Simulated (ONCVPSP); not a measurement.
**An ONCV potential for Ga, from input to tests**

Do these settings give a usable potential? It is generated, then checked for transferability, scattering, ghosts and hardness.

Method: ONCVPSP 4.0.1.1 (patched build), PBE, scalar-relativistic.

## 1. The atom and the settings

The settings as typed:

| Quantity | Value |
| --- | --- |
| element | gallium (Ga, Z = 31) |
| type | optimised norm-conserving Vanderbilt (ONCV) |
| frozen core | [Ar] |
| valence charge | 13 |
| reference configuration | 3d10 4s2 4p1 |
| partial waves | 4s: rc 1.50 bohr, ncon 4, nbas 8, qcut 3.9 1/bohr, 2 projectors, debl 0.4 Ha; 4p: rc 2.10 bohr, ncon 3, nbas 6, qcut 4.5 1/bohr, 2 projectors, debl 3.5 Ha; 3d: rc 0.80 bohr, ncon 4, nbas 9, qcut 18 1/bohr, 2 projectors, debl 1.2 Ha |
| local potential | polynomial inside 0.70 bohr (lpopt 5, dvloc0 4 Ha) |
| core correction | not asked for |

An earlier all-electron run gives the scale for the radii.

All-electron outer shells of the reference configuration (PBE, scalar-relativistic, ld1.x):

| shell | level (eV) | outermost node (bohr) | outermost maximum (bohr) |
| --- | --- | --- | --- |
| 3s | -148.13 | 0.27 | 0.56 |
| 3p | -98.86 | 0.24 | 0.56 |
| 3d | -19.15 | – | 0.53 |
| 4s | -8.95 | 0.81 | 1.90 |
| 4p | -2.58 | 0.87 | 2.53 |

## 2. The generation run

The input, Ga.dat:

```
# ATOM AND REFERENCE CONFIGURATION
# atsym  z   nc   nv     iexc    psfile
  Ga 31.00    5    3        4      upf
#
#   n    l    f
    1    0    2.00
    2    0    2.00
    2    1    6.00
    3    0    2.00
    3    1    6.00
    3    2   10.00
    4    0    2.00
    4    1    1.00
#
# PSEUDOPOTENTIAL AND OPTIMIZATION
# lmax
    2
#
#   l,   rc,      ep,       ncon, nbas, qcut
    0    1.50    0.00    4    8    3.90
    1    2.10    0.00    3    6    4.50
    2    0.80    0.00    4    9   18.00
#
# LOCAL POTENTIAL
# lloc, lpopt,  rc(5),   dvloc0
    4    5    0.70    4.00
#
# VANDERBILT-KLEINMAN-BYLANDER PROJECTORs
# l, nproj, debl
    0    2    0.40
    1    2    3.50
    2    2    1.20
#
# MODEL CORE CHARGE
# icmod, fcfact, rcfact
    0    0.00    0.00
#
# LOG DERIVATIVE ANALYSIS
# epsh1, epsh2, depsh
   -2.00    5.00    0.02
#
# OUTPUT GRID
# rlmax, drl
    6.00    0.01
#
# TEST CONFIGURATIONS
# ncnf
    4
# nvcnf
#   n    l    f
    3
    3    2   10.00
    4    0    2.00
    4    1    0.00
#
    3
    3    2   10.00
    4    0    1.00
    4    1    0.00
#
    3
    3    2   10.00
    4    0    0.00
    4    1    0.00
#
    3
    3    2   10.00
    4    0    0.00
    4    1    3.00
#
```

Started as:

```console
oncvpsp.x < Ga.dat > Ga.out
```

Before running it: what results should come out? Wanted: cutoffs for 1 and 0.1 mHa per electron, occupied waves; bound ghosts; GHOST(+) flags; largest test error; largest phase difference near zero energy, channels read.

As calculated:

```
                                                quantity                                         value
  cutoffs for 1 and 0.1 mHa per electron, occupied waves                             137 Ha and 152 Ha
                                            bound ghosts                               s at -121.97 eV
                                          GHOST(+) flags                       s at 577 eV, p at 79 eV
                            largest test error (AE − PS)  +8.2 meV, for 3d10 4s1 4p0 (1 test unsolved)
largest phase difference near zero energy, channels read                                     0.001 rad
```

A bound ghost (s) makes it unfit for use: electrons can fall into a state that the atom doesn't have. By total energies transferability is good where solved: the largest error is 8.2 meV on 26.8 eV, for 3d10 4s1 4p0. Atomic tests can pass in spite of a ghost, since they solve only for the levels asked. Of the tests 1 gave no usable energy difference, which is a warning in itself. The potential is very hard: the looser tolerance needs 137 Ha. At the looser tolerance the 3d wave is the slowest; 4s needs 7 Ha. Near zero energy the phases of the channels with partial waves agree within 0.001 rad. The program also flags highly localised states, GHOST(+) (s, p). All of this concerns the isolated atom, not yet a solid.
